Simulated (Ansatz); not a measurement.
**ZnC+ (doublet): from Hartree-Fock to the top rungs, def2-SVP**

Aim: climb from Hartree-Fock through coupled cluster and multireference methods for ZnC+ (doublet) at one geometry and basis, and see what each rung misses.

Program: Ansatz 0.2.0, Gaussian basis. Level of theory: def2-SVP, core rule «outside noble gas», up to 10 orbitals frozen. These are calculated values, not measurements.

Plan: UHF; CCSD(T) on ROHF; CCSD(T) on UHF; CISD; CCSDT(Q) on ROHF; CCSDT(Q) on UHF; CASSCF and MRCISD+Q, 15 electrons in 10 orbitals; CASSCF and NEVPT2, 15 electrons in 10 orbitals.

4 further runs of the same task are left out: 4 set aside as unsound or not needed.

## 1. What is computed

The geometry is a PBE0/def2-TZVP stationary point (not a proven minimum) of the parent state, kept for this charge and spin.

2 atoms, charge 1, spin multiplicity 2.

Atoms are counted from 1 here; the program's logs count them from 0.

Bond lengths: Zn1–C2 1.954 Å.

## 2. UHF

in.yaml reads:

```yaml
crystal:
  periodic: [false, false, false]
  atoms:
    - {symbol: Zn, position_ang: [0.000000, 0.000000, 0.000000]}
    - {symbol: C, position_ang: [0.000000, 0.000000, 1.953600]}
basis:
  gaussian: {orbitals: def2-SVP}
total_charge: 1
magnetization: {spin_polarized: true, initial_magnetization: 1}
hamiltonian: {xc: hf}
output: {orbitals: {seedname: orbitals}}
```

Launch:

```console
$ ansatz run in.yaml --threads 1 --pin off --events-out ev --progress --plain --max-ram 4096MiB --backend cpu
```

Further steps of the session: CCSD(T) on ROHF; CCSD(T) on UHF; CISD; CCSDT(Q) on ROHF; CCSDT(Q) on UHF; CASSCF and MRCISD+Q, 15 electrons in 10 orbitals; CASSCF and NEVPT2, 15 electrons in 10 orbitals.

**Question.** What will the summary of the whole plan be? Wanted: UCCSDT(Q) below the RHF energy; RMP2 from UCCSDT(Q); UMP2 from UCCSDT(Q); RCCSD from UCCSDT(Q); RCCSD(T) from UCCSDT(Q); UCCSD(T) from UCCSDT(Q); RCCSDT(Q) from UCCSDT(Q); NEVPT2 valence from UCCSDT(Q); MRCISD+Q valence from UCCSDT(Q).

The runs gave:

| quantity | value |
| --- | --- |
| UCCSDT(Q) below the RHF energy | -10.2977 eV |
| RMP2 from UCCSDT(Q) | +12.20 kcal/mol |
| UMP2 from UCCSDT(Q) | +16.44 kcal/mol |
| RCCSD from UCCSDT(Q) | +7.94 kcal/mol |
| RCCSD(T) from UCCSDT(Q) | -0.07 kcal/mol |
| UCCSD(T) from UCCSDT(Q) | +0.71 kcal/mol |
| RCCSDT(Q) from UCCSDT(Q) | +0.04 kcal/mol |
| NEVPT2 valence from UCCSDT(Q) | +22.29 kcal/mol |
| MRCISD+Q valence from UCCSDT(Q) | +4.64 kcal/mol |
| levels within 1 kcal/mol (43 meV) | RCCSD(T), UCCSD(T), RCCSDT, UCCSDT, RCCSDT(Q) |
| T1 diagnostic | 0.033 |
| effectively unpaired electrons | 1.27 |

**Reading.** RCCSD(T) misses by -0.07 kcal/mol, 0.0 % of the correlation energy. CCSD(T) misses by -0.07 kcal/mol on the restricted determinant and by +0.71 kcal/mol on the unrestricted one; the two need not hold the same state or core. The occupations show some static correlation. Of the multireference levels listed MRCISD+Q valence comes nearest in total energy (+4.64 kcal/mol), which doesn't show that its space is the better one. These misses are within one basis, not against nature; the frozen cores of restricted and unrestricted runs differ, which can shift their rows.
